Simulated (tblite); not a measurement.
# C4H9FS2Si: the cost of one run

Programs: tblite 0.8.0 and PySCF 2.14.0, with density-fitted response routines of our own. Each step states its level of theory. These are calculated values for one molecule in the gas phase, unless marked as measured. Atoms count from 0, in the outputs and in this text.

## Step 1: The starting structure

17 atoms, charge 0, multiplicity 1; geometry from: force field or distance geometry start.

Bonds of the start (Å): C0–C1 1.54, C1–C2 1.50, C2–C3 1.50, C3–S4 1.83, S4–Si5 2.15, Si5–F6 1.67, Si5–S7 2.18, S7–C2 1.82, C0–H8 1.12, C0–H9 1.10, C0–H10 1.09, C1–H11 1.08, C1–H12 1.11, C2–H13 1.12, C3–H14 1.10, C3–H15 1.13, Si5–H16 1.44.

## Step 2: Geometry optimisation with GFN2-xTB

The job: settings as JSON, then the geometry in Å.

```
{"job": {"kind": "relax", "xc": "GFN2-xTB", "basis": "xTB"}, "charge": 0, "multiplicity": 1}
C      2.078200     0.962800    -0.035600
C      0.998100     0.172900    -0.796000
C      0.311000    -0.687300     0.228100
C     -0.786000    -1.529900    -0.360100
S     -2.007300    -0.373200    -1.075100
Si    -2.350000     0.724800     0.737600
F     -2.540000     2.365700     0.480400
S     -0.401400     0.266700     1.605200
H      1.572600     1.491000     0.818200
H      2.746800     0.215500     0.415800
H      2.604700     1.656700    -0.695600
H      0.351200     0.811700    -1.374300
H      1.553300    -0.509200    -1.471800
H      1.084800    -1.389000     0.636800
H     -0.447200    -2.277000    -1.088000
H     -1.340200    -1.983900     0.514000
H     -3.435500     0.093500     1.450600
```

On the command line:

```
OMP_NUM_THREADS=1 python probes_run.py task.json out
```

One launch serves the whole session: the jobs run in the order shown.

**Question.** How long does this first job take on 1 thread of Intel Xeon at 2.50GHz, shared host?

About 2.5 s.
